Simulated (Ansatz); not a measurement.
# C₂H₉ClSi₂: up Jacob's ladder to CCSD(T)

The task here is to estimate one member of a computed series from the others.

Program: Ansatz 0.2.0, Gaussian basis. Level of theory: functionals in def2-TZVPP, the program's frozen cores in correlated methods. These are calculated values, not measurements.

Plan: PBE-D4, r2SCAN-D4, PBE0-D4, B3LYP-D4, ωB97X-V, ωB97M-V, B2PLYP; CCSD(T)/def2-TZVPP; MP2/def2-QZVPP; extrapolation to the limit.

### The relaxed structure

An earlier PBE0-D4 in a triple-zeta def2 set relaxation fixed the geometry.

SMILES `C[Si](C)([SiH3])Cl`, 14 atoms, charge 0, spin multiplicity 1.

Atoms are counted from 1 here; the program's logs count them from 0.

Bond lengths: C1–Si2 1.865 Å, C1–H6 1.092 Å, C1–H7 1.093 Å, C1–H8 1.094 Å, Si2–C3 1.865 Å, Si2–Si4 2.343 Å, Si2–Cl5 2.080 Å, C3–H9 1.093 Å, C3–H10 1.092 Å, C3–H11 1.094 Å, Si4–H12 1.491 Å, Si4–H13 1.488 Å, Si4–H14 1.488 Å. Angles: Si2–C1–H6 111.1°, Si2–C1–H7 110.4°, Si2–C1–H8 110.3°, H6–C1–H7 108.3°, H6–C1–H8 108.3°, H7–C1–H8 108.4°, C1–Si2–C3 111.4°, C1–Si2–Si4 111.9°, C1–Si2–Cl5 107.6°, C3–Si2–Si4 111.9°, C3–Si2–Cl5 107.7°, Si4–Si2–Cl5 106.0°, Si2–C3–H9 110.4°, Si2–C3–H10 111.1°, Si2–C3–H11 110.3°, H9–C3–H10 108.3°, H9–C3–H11 108.4°, H10–C3–H11 108.3° and more.

The first run:

File in.yaml:

```yaml
crystal:
  periodic: [false, false, false]
  atoms:
    - {symbol: C, position_ang: [-1.787502, 0.486613, 0.252509]}
    - {symbol: Si, position_ang: [0.027795, 0.433484, -0.173370]}
    - {symbol: C, position_ang: [1.087909, 0.731728, 1.332197]}
    - {symbol: Si, position_ang: [0.610776, -1.550262, -1.274918]}
    - {symbol: Cl, position_ang: [0.403366, 1.970153, -1.524163]}
    - {symbol: H, position_ang: [-2.404053, 0.359315, -0.639307]}
    - {symbol: H, position_ang: [-2.042476, 1.444850, 0.712278]}
    - {symbol: H, position_ang: [-2.035296, -0.310957, 0.958646]}
    - {symbol: H, position_ang: [0.834460, 1.690224, 1.792258]}
    - {symbol: H, position_ang: [2.147550, 0.746641, 1.070255]}
    - {symbol: H, position_ang: [0.927488, -0.058232, 2.071384]}
    - {symbol: H, position_ang: [0.400009, -2.725415, -0.382040]}
    - {symbol: H, position_ang: [2.043342, -1.516666, -1.675107]}
    - {symbol: H, position_ang: [-0.226269, -1.730477, -2.491721]}
basis:
  gaussian: {orbitals: def2-TZVPP}
hamiltonian: {xc: pbe, dispersion: d4}
output: {forces: true, orbitals: {seedname: orbitals}}
```

Run with:

```
> ansatz run in.yaml --threads 2 --pin off --events-out ev --progress --plain --max-ram 22528MiB --backend cuda --devices 0, --max-vram 18GiB
```

Among the steps run: PBE-D4 (GGA); r2SCAN-D4 (meta-GGA); PBE0-D4 (hybrid); B3LYP-D4 (hybrid); ωB97X-V (range-separated); ωB97M-V (range-separated); B2PLYP (double hybrid); CCSD(T) in def2-TZVPP; MP2 in def2-QZVPP.

One of the session's tables, all rows but one given; the rest of the session is left out.

| method | atomisation energy (kJ/mol) |
| --- | --- |
| PBE-D4 | 4881.5 |
| r2SCAN-D4 | 4877.3 |
| PBE0-D4 | 4859.0 |
| B3LYP-D4 | 4856.4 |
| ωB97X-V | 4889.5 |
| ωB97M-V | ? |
| B2PLYP | 4796.4 |
| HF/def2-TZVPP | 3731.9 |
| MP2/def2-TZVPP | 4768.2 |
| CCSD/def2-TZVPP | 4700.5 |
| CCSD(T)/def2-TZVPP | 4751.7 |
| MP2/CBS | 4884.1 |
| CCSD(T)/CBS | 4867.6 |

**Question.** Estimate the row for ωB97M-V.

As computed: atomisation energy (kJ/mol): 4875.8. In the column «atomisation energy (kJ/mol)» it lies between CCSD(T)/CBS (4867.6) and r2SCAN-D4 (4877.3).
